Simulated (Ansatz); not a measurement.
# Cs: the cost of one run

Computed with Ansatz 0.2.0, driven from Python. The levels of theory stand in the script.

### 1 The system

It takes space group I4/mmm (No. 139, tetragonal). Conventional cell: a = 5.500 Å, b = 5.500 Å, c = 8.194 Å, α = 90.00°, β = 90.00°, γ = 90.00°.

No structure file is read: the coordinates are typed or built in the script.

### 2 Script

File cs_lattice.py:

```python
# -*- coding: utf-8 -*-
"""Relaxed cell of Cs under several functionals."""

import logging
import sys

import ansatz as az
import numpy as np

logging.basicConfig(stream=sys.stdout, format="[%(levelname)s] %(message)s")
log = logging.getLogger("run")
log.setLevel(logging.INFO)

def edges_and_angles(cell):
    cell = np.asarray(cell)
    a, b, c = np.linalg.norm(cell, axis=1)
    cosines = cell[1] @ cell[2] / (b * c), cell[0] @ cell[2] / (a * c), cell[0] @ cell[1] / (a * b)
    return (a, b, c, *np.degrees(np.arccos(cosines)))

cs = (
    az.Lattice.from_parameters(5.50015, 5.50015, 8.19448, alpha=90, beta=90, gamma=90)
    .space_group(139, hermann_mauguin="I4/mmm")
    .atom("Cs", (0.0, 0.0, 0.0))
    .primitive()
)

job = (
    cs.calculation()
    .occupations("methfessel_paxton", width=0.15)
    .kpoints(7)
    .basis(470)
    .relax(cell=True)
)

levels = [("pbesol", "d3bj"), ("blyp", "d3bj"), ("pbesol", "none")]
log.info("level            a       b       c    alpha   beta  gamma  V/atom  steps")
for name, dispersion in levels:
    seen = []
    run = job.functional(name, dispersion=dispersion).session().plan()
    outcome = run.execute(on_event=lambda e: seen.append(e) if e["event"] == "relax_step" else None)
    cell = outcome.lattice.cell_ang
    label = name if dispersion == "none" else f"{name}+{dispersion}"
    print("{:13s} {:7.4f} {:7.4f} {:7.4f} {:6.2f} {:6.2f} {:6.2f}".format(label, *edges_and_angles(cell)), f"{abs(np.linalg.det(cell)) / len(outcome.lattice.sites):7.3f} {len(seen):5d}")
```

### 3 The input behind the calls

The package turns the script's settings into the engine's input (first run):

```yaml
crystal:
  lattice:
    a: 5.50015
    b: 5.50015
    c: 8.19448
    alpha: 90.0
    beta: 90.0
    gamma: 90.0
  space_group: 139
  setting:
    hermann_mauguin: I4/mmm
  atoms:
    - { symbol: Cs, position: [0.0, 0.0, 0.0] }
  reduce_to_primitive: true
basis:
  ecutwfc: 470.0
kpoints:
  mp_grid:
    grid: [7, 7, 7]
hamiltonian:
  xc: pbesol
  dispersion: d3bj
scf:
  occupations:
    method: methfessel_paxton
    width: 0.15
relax:
  cell: {}
```

### 4 The run

On the command line:

```bash
> python cs_lattice.py
```

What time and memory should one allow on 1 thread of Arm Neoverse V1, shared host?

About 42 s, with a peak of 0.49 GiB.
